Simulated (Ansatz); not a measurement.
Consider the interaction energy of a dimer with the counterpoise correction of OSi (Ansatz 0.2.0 through its Python package).

The script, `dimer.py`:
```python
"""Binding of a OSi dimer at a trial geometry."""

import ansatz

BASIS_SET = "cc-pVDZ"
FUNCTIONAL = "r2scan"

FIRST = [
    ("O", (-0.6519, 0.2355, -0.3296)),
    ("Si", (0.6519, -0.2355, 0.3296)),
]
SECOND = [
    ("O", (2.9702, 1.5101, 0.5418)),
    ("Si", (2.9337, 3.0417, 0.4459)),
]

def energy(atoms, ghosts=()):
    molecule = ansatz.Crystal.molecule()
    for symbol, xyz in atoms:
        molecule = molecule.atom(symbol, xyz)
    calc = (
        molecule.calculation()
        .basis(gaussian=BASIS_SET)
        .functional(FUNCTIONAL)
    )
    deck = calc.input()
    if ghosts:
        deck = deck.set(ansatz.key.basis.gaussian.ghost_atoms, [{"symbol": s, "position_ang": list(xyz)} for s, xyz in ghosts])
    return ansatz.Session.from_dict(deck).plan().execute().report["free_energy_ev"]

# ghost atoms carry the functions of the partner
both = energy(FIRST + SECOND)
alone = energy(FIRST) + energy(SECOND)
ghosted = energy(FIRST, SECOND) + energy(SECOND, FIRST)
print(f"dimer {both:.6f} eV")
print(f"interaction, uncorrected   {(both - alone):8.3f} eV")
print(f"interaction, counterpoise  {(both - ghosted):8.3f} eV")
print(f"basis-set superposition    {(alone - ghosted):8.3f} eV")
```

How large is the interaction at this pose, and how much of it is basis-set superposition?

Uncorrected it is -0.191 eV, with the counterpoise correction -0.126 eV; the difference, 0.07 eV, is the superposition error.

What the script printed:

`python dimer.py` gives:
```text
dimer -19845.444850 eV
interaction, uncorrected     -0.191 eV
interaction, counterpoise    -0.126 eV
basis-set superposition       0.065 eV
```

The settings weren't tested for convergence. The dimer is a generated trial pose of unrelaxed monomers, not a minimum, so the figure is no binding energy, and the basis set is small. This level lacks the dispersion part of the attraction (electrostatics and induction are there), which can decide the sign where the interaction is weak. Timing: 7.7 s on 1 thread of Arm Neoverse V2, with other jobs on the host, peak memory 0.17 GiB.
